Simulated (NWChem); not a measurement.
**the pair CH4S2···SiCl2, step by step**

Wanted: a single-point energy (singlet CH4Cl2S2Si, MP2/3-21G), then the energy (singlet CH4S2, MP2/3-21G), then a single-point energy (singlet SiCl2, MP2/3-21G), then the energy (singlet CH4S2, MP2/3-21G), then a single-point energy (singlet SiCl2, MP2/3-21G) of CH4Cl2S2Si and its partners. 

The calculation is run with NWChem 7.3.0.

**1. The molecule**

CH4Cl2S2Si: 10 atoms, total charge 0, spin state singlet. The two molecules were placed rigidly side by side, at 0.85 times their contact distance; the pair isn't optimised.

Bond lengths: C1–S2 1.802 Å, S2–S3 2.037 Å, Cl8–Si9 2.077 Å, Si9–Cl10 2.077 Å, C1–H4 1.090 Å, C1–H5 1.089 Å, C1–H6 1.093 Å, S3–H7 1.349 Å. Angles: C1–S2–S3 103.0°, Cl8–Si9–Cl10 101.3°, S2–C1–H4 111.1°, S2–C1–H5 110.8°, S2–C1–H6 106.0°, S2–S3–H7 99.3°, H4–C1–H5 110.4°, H4–C1–H6 109.2°, H5–C1–H6 109.3°.

**2. The energy at MP2/3-21G (run 1)**

Contents of ch4cl2s2si.nw:

```
start ch4cl2s2si
title "CH4Cl2S2Si"
memory 2200 mb

geometry units angstroms noautosym nocenter noautoz
C     -0.766440     0.540710    -0.247940
S      0.401960     0.323110     1.107160
S      1.930160    -0.702390     0.234360
H     -1.179240    -0.415890    -0.567540
H     -0.294040     1.049010    -1.087540
H     -1.571240     1.165910     0.146360
H      1.478860    -1.960490     0.415160
Cl    -1.196970     2.763210     3.507490
Si    -2.210480     3.361020     1.795610
Cl    -3.570000     1.807400     1.564540
end

basis "ao basis" spherical bse
* library 3-21G
end

scf
nopen 0
rhf
thresh 1e-08
maxiter 80
print low
end

mp2
freeze core 26
tight
end

task mp2
```

Started as:

```
nwchem ch4cl2s2si.nw > ch4cl2s2si.out
```

Standard output, shortened:

```text
[...]
  functions       =    82
[...]
  wavefunction    = RHF
[...]
         Total SCF energy =  -2033.106385151656
      One-electron energy =  -3911.402936215371
      Two-electron energy =   1326.937860082426
 Nuclear repulsion energy =    551.358690981289
        Time for solution =      3.9s
[...]
          Total MP2 energy         -2033.444893658410
[...]
```

Run time: 5.4 s. Hardware: 1 thread of Intel Xeon 6975P-C (Granite Rapids), shared host; peak memory 0.18 GiB.

**3. CH4S2: the energy at MP2/3-21G (run 2)**

Contents of mol.nw:

```
START mol
TITLE "CH4S2"
memory stack 880 mb heap 220 mb global 1100 mb

GEOMETRY units angstrom noautosym nocenter noautoz
C       -0.766440       0.540710      -0.247940
S        0.401960       0.323110       1.107160
S        1.930160      -0.702390       0.234360
H       -1.179240      -0.415890      -0.567540
H       -0.294040       1.049010      -1.087540
H       -1.571240       1.165910       0.146360
H        1.478860      -1.960490       0.415160
END

BASIS spherical bse
C library 3-21G
S library 3-21G
H library 3-21G
END

SCF
thresh 1e-08
maxiter 80
noprint "final vectors analysis"
END

MP2
freeze core 11
tight
END

TASK mp2 energy
```

Started as:

```
nwchem mol.nw > mol.out
```

Standard output, shortened:

```text
[...]
  functions       =    43
[...]
  wavefunction    = RHF
[...]
         Total SCF energy =   -831.065227824515
      One-electron energy =  -1446.565824274293
      Two-electron energy =    465.354973143652
 Nuclear repulsion energy =    150.145623306126
        Time for solution =      0.7s
[...]
          Total MP2 energy          -831.268817800784
[...]
```

It took 1.4 s on 1 thread of Intel Xeon 6975P-C (Granite Rapids), shared host; peak memory 0.11 GiB.

**4. SiCl2: a single-point energy at MP2/3-21G (run 3)**

Contents of cl2si.nw:

```
start cl2si
memory 2200 mb
charge 0
geometry units angstroms noautosym nocenter noautoz
 Cl      -1.196970       2.763210       3.507490
 Si      -2.210480       3.361020       1.795610
 Cl      -3.570000       1.807400       1.564540
end
basis spherical bse
 * library 3-21G
end
scf
 thresh 1e-08
 maxiter 80
 noprint "final vectors analysis"
end
mp2
 freeze core 15
 tight
end
task mp2 energy
```

Started as:

```
nwchem cl2si.nw > cl2si.out
```

Standard output, shortened:

```text
[...]
  functions       =    39
[...]
  wavefunction    = RHF
[...]
         Total SCF energy =  -1202.047296838824
      One-electron energy =  -2000.456190866625
      Two-electron energy =    629.546657868660
 Nuclear repulsion energy =    168.862236159140
        Time for solution =      0.5s
[...]
          Total MP2 energy         -1202.178704281372
[...]
```

It took 1.1 s on 1 thread of Intel Xeon 6975P-C (Granite Rapids), shared host; peak memory 0.1 GiB.

**5. CH4S2 among ghost functions: a single-point energy at MP2/3-21G (with ghost functions) (run 4)**

Contents of sp.nw:

```
start sp
title "CH4S2 energy"
memory total 2200 mb
geometry units atomic noautosym nocenter noautoz
 C   -1.44836169   1.02179381  -0.46853870
 S    0.75959431   0.61058941   2.09222918
 S    3.64747378  -1.32732473   0.44287621
 H   -2.22844064  -0.78591820  -1.07249516
 H   -0.55565507   1.98234160  -2.05515275
 H   -2.96921328   2.20325059   0.27658032
 H    2.79464038  -3.70478917   0.78453870
 bqCl    -2.261945     5.221710     6.628195
 bqSi    -4.177202     6.351407     3.393211
 bqCl    -6.746322     3.415491     2.956552
end
basis spherical bse
 C library 3-21G
 S library 3-21G
 H library 3-21G
 bqCl library Cl 3-21G
 bqSi library Si 3-21G
end
scf
 thresh 1e-08
 maxiter 80
 print low
end
mp2
 freeze core 11
 tight
end
task mp2 energy
```

Started as:

```
nwchem sp.nw > sp.out
```

Standard output, shortened:

```text
[...]
  functions       =    82
[...]
  wavefunction    = RHF
[...]
         Total SCF energy =   -831.066496591658
      One-electron energy =  -1446.546838147344
      Two-electron energy =    465.334729251413
 Nuclear repulsion energy =    150.145612304273
        Time for solution =      3.4s
[...]
          Total MP2 energy          -831.270755258224
[...]
```

Wall time 5.1 s (1 thread of Intel Xeon 6975P-C (Granite Rapids), shared host); peak memory 0.17 GiB.

**6. SiCl2 among ghost functions: the energy at MP2/3-21G (with ghost functions) (run 5)**

Contents of cl2si.nw:

```
start cl2si
title "Cl2Si mp2"
memory total 2200 mb

geometry noautosym nocenter noautoz
  Cl   -1.196970    2.763210    3.507490
  Si   -2.210480    3.361020    1.795610
  Cl   -3.570000    1.807400    1.564540
  bqC     -0.766440     0.540710    -0.247940
  bqS      0.401960     0.323110     1.107160
  bqS      1.930160    -0.702390     0.234360
  bqH     -1.179240    -0.415890    -0.567540
  bqH     -0.294040     1.049010    -1.087540
  bqH     -1.571240     1.165910     0.146360
  bqH      1.478860    -1.960490     0.415160
end

basis spherical bse
  Cl library 3-21G
  Si library 3-21G
  bqC library C 3-21G
  bqS library S 3-21G
  bqH library H 3-21G
end

scf
  thresh 1e-08
  maxiter 80
  print low
end

mp2
  freeze core 15
  tight
end

task mp2 energy
```

Started as:

```
nwchem cl2si.nw > cl2si.out
```

Standard output, shortened:

```text
[...]
  functions       =    82
[...]
  wavefunction    = RHF
[...]
         Total SCF energy =  -1202.050181455906
      One-electron energy =  -2000.421186170488
      Two-electron energy =    629.508768555442
 Nuclear repulsion energy =    168.862236159140
        Time for solution =      3.4s
[...]
          Total MP2 energy         -1202.182345407972
[...]
```

Wall time 4.8 s (1 thread of Intel Xeon 6975P-C (Granite Rapids), shared host); peak memory 0.16 GiB.

**7. What came out**

```
                                                                                                                  quantity           value
                                                                                            run 1, MP2/3-21G: total energy  -2033.44489 Eh
                                                            run 1, MP2/3-21G: correlation energy (26 core orbitals frozen)      -338.5 mEh
                                                                                                       CH4S2: total energy   -831.26882 Eh
                                                                       CH4S2: correlation energy (11 core orbitals frozen)      -203.6 mEh
                                                                                                       SiCl2: total energy  -1202.17870 Eh
                                                                       SiCl2: correlation energy (15 core orbitals frozen)      -131.4 mEh
                                                                                 CH4S2 among ghost functions: total energy   -831.27076 Eh
                                                 CH4S2 among ghost functions: correlation energy (11 core orbitals frozen)      -204.3 mEh
                                                                                 SiCl2 among ghost functions: total energy  -1202.18235 Eh
                                                 SiCl2 among ghost functions: correlation energy (15 core orbitals frozen)      -132.2 mEh
              interaction energy of the rigid parts CH4S2 and SiCl2 (parts in their own basis; closest atoms 2.53 Å apart)        0.072 eV
interaction energy of the rigid parts CH4S2 and SiCl2 (parts in the whole basis, counterpoise; closest atoms 2.53 Å apart)        0.223 eV
```

**Reading.** The interaction energy of the rigid parts CH4S2 and SiCl2 (parts in their own basis; closest atoms 2.53 Å apart) is 0.07 eV (6.9 kJ/mol): the parts repel at this shape. Without counterpoise this holds the superposition error of the basis. The interaction energy of the rigid parts CH4S2 and SiCl2 (parts in the whole basis, counterpoise; closest atoms 2.53 Å apart) is 0.22 eV (5.1 kcal/mol): the parts repel at this shape. The basis-set superposition error is 14.6 kJ/mol. Mulliken charges (CH4S2) run from -0.89 on C1 to +0.26 on H5.
